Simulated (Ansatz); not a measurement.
C2H6AlFSi, SMILES F[CH]1[CH2][Al]1[SiH3], a geometry optimisation

Program: Ansatz 0.2.0 through its Python package.

Notebook, run cell by cell (the value of a cell's last expression is shown):

**Cell 1**
```python
import ansatz as az
import numpy as np
```

**Cell 2**
```python
GEOMETRY = """
F    -2.21560    0.35950   -1.65420
C    -0.99080    0.79340   -1.31000
C     0.04750   -0.15900   -1.84140
Al   -0.10050   -0.27490    0.13720
Si    0.69660   -0.48870    2.30790
H    -0.74100    1.88770   -1.43140
H     1.03110    0.35240   -2.16610
H    -0.28290   -0.98020   -2.44340
H    -0.38680   -0.28790    3.34400
H     1.72140    0.55280    2.56150
H     1.28630   -1.81210    2.51640
"""

mol = az.Crystal.molecule()
for line in GEOMETRY.strip().splitlines():
    symbol, *xyz = line.split()
    mol = mol.atom(symbol, [float(v) for v in xyz])
```

**Cell 3**
```python
job = (
    mol.calculation()
    .basis(gaussian="def2-SVP")
    .functional("HF")
)
symbols = [site.symbol for site in mol.cartesian_sites]
start = np.array([site.position_ang for site in mol.cartesian_sites], dtype=float)
def progress(event):
    if event["event"] == "relax_step":
        row = event["data"]
        print(f"step {row['step']:3d}  E = {row['lagrangian_ev']:.6f} eV  max force {row['allowed_force_max_ev_ang']:.4f} eV/A")


data = job.relax(force_tolerance=0.02).session().plan().execute(on_event=progress).report
end = np.array(data["positions_ang"])
```
Output:
```text
step   1  E = -19295.581753 eV  max force 2.9054 eV/A
step   2  E = -19296.025173 eV  max force 1.1105 eV/A
step   3  E = -19296.092864 eV  max force 0.3569 eV/A
step   4  E = -19296.107669 eV  max force 0.1327 eV/A
step   5  E = -19296.120476 eV  max force 0.0890 eV/A
step   6  E = -19296.123854 eV  max force 0.1435 eV/A
step   7  E = -19296.126733 eV  max force 0.1037 eV/A
step   8  E = -19296.133352 eV  max force 0.1445 eV/A
step   9  E = -19296.118002 eV  max force 0.4691 eV/A
step  10  E = -19296.137226 eV  max force 0.0951 eV/A
step  11  E = -19296.137332 eV  max force 0.0964 eV/A
step  12  E = -19296.137572 eV  max force 0.1183 eV/A
step  13  E = -19296.138947 eV  max force 0.0311 eV/A
step  14  E = -19296.139101 eV  max force 0.0272 eV/A
step  15  E = -19296.139152 eV  max force 0.0197 eV/A
```

**Cell 4**
```python
for key in ("converged", "free_energy_ev", "reference_energy_ev", "n_frozen", "n_occupied", "n_virtual"):
    print(f"{key:22s} {data[key]}")
```
Output:
```text
converged              True
free_energy_ev         -19296.13915245567
reference_energy_ev    -19296.13915245567
n_frozen               0
n_occupied             [27, 27]
n_virtual              [81, 81]
```

**Cell 5**
```python
print("bond        before    after (A)")
for i, j in [(0, 1), (1, 2), (1, 3), (1, 5), (2, 3), (2, 6), (2, 7), (3, 4), (4, 8), (4, 9), (4, 10)]:
    d0, d1 = (np.linalg.norm(xyz[i] - xyz[j]) for xyz in (start, end))
    print(f"{symbols[i]}{i}-{symbols[j]}{j}".ljust(10), f"{d0:8.4f} {d1:8.4f}")
with open("c2h6alfsi_opt.xyz", "w") as handle:
    handle.write(f"{len(symbols)}\nrelaxed C2H6AlFSi\n")
    handle.writelines(f"{s:2s} {x:11.6f} {y:11.6f} {z:11.6f}\n" for s, (x, y, z) in zip(symbols, end))
```
Output:
```text
bond        before    after (A)
F0-C1        1.3442   1.3683
C1-C2        1.5058   1.5479
C1-Al3       2.0071   1.9360
C1-H5        1.1290   1.0901
C2-Al3       1.9875   1.9318
C2-H6        1.1552   1.0885
C2-H7        1.0705   1.0949
Al3-Si4      2.3223   2.4640
Si4-H8       1.5125   1.4822
Si4-H9       1.4830   1.4848
Si4-H10      1.4638   1.4830
```

`c2h6alfsi_opt.xyz`, as written:
```text
11
relaxed C2H6AlFSi
F    -2.250143    0.423820   -1.745092
C    -1.004549    0.801479   -1.322975
C     0.156230   -0.096117   -1.815745
Al    0.038838    0.020969    0.108909
Si    0.722678   -0.501464    2.417742
H    -0.846480    1.848144   -1.583591
H     0.836765    0.316848   -2.558114
H    -0.217410   -1.067867   -2.154688
H    -0.422295   -0.386270    3.351900
H     1.776955    0.459381    2.830088
H     1.274711   -1.875923    2.492066
```

Caveats:
- Total energies depend on the basis set; only differences at equal settings carry meaning.
- The end point is the stationary point reached from this start; no frequency run checks that it is a minimum, and the basis set is modest.
- Wall time of the script: 41 s on 1 thread of Arm Neoverse V2 (shared host), peak memory 0.29 GiB.

(Lines on the test bed's own set-up are left out of the output.)
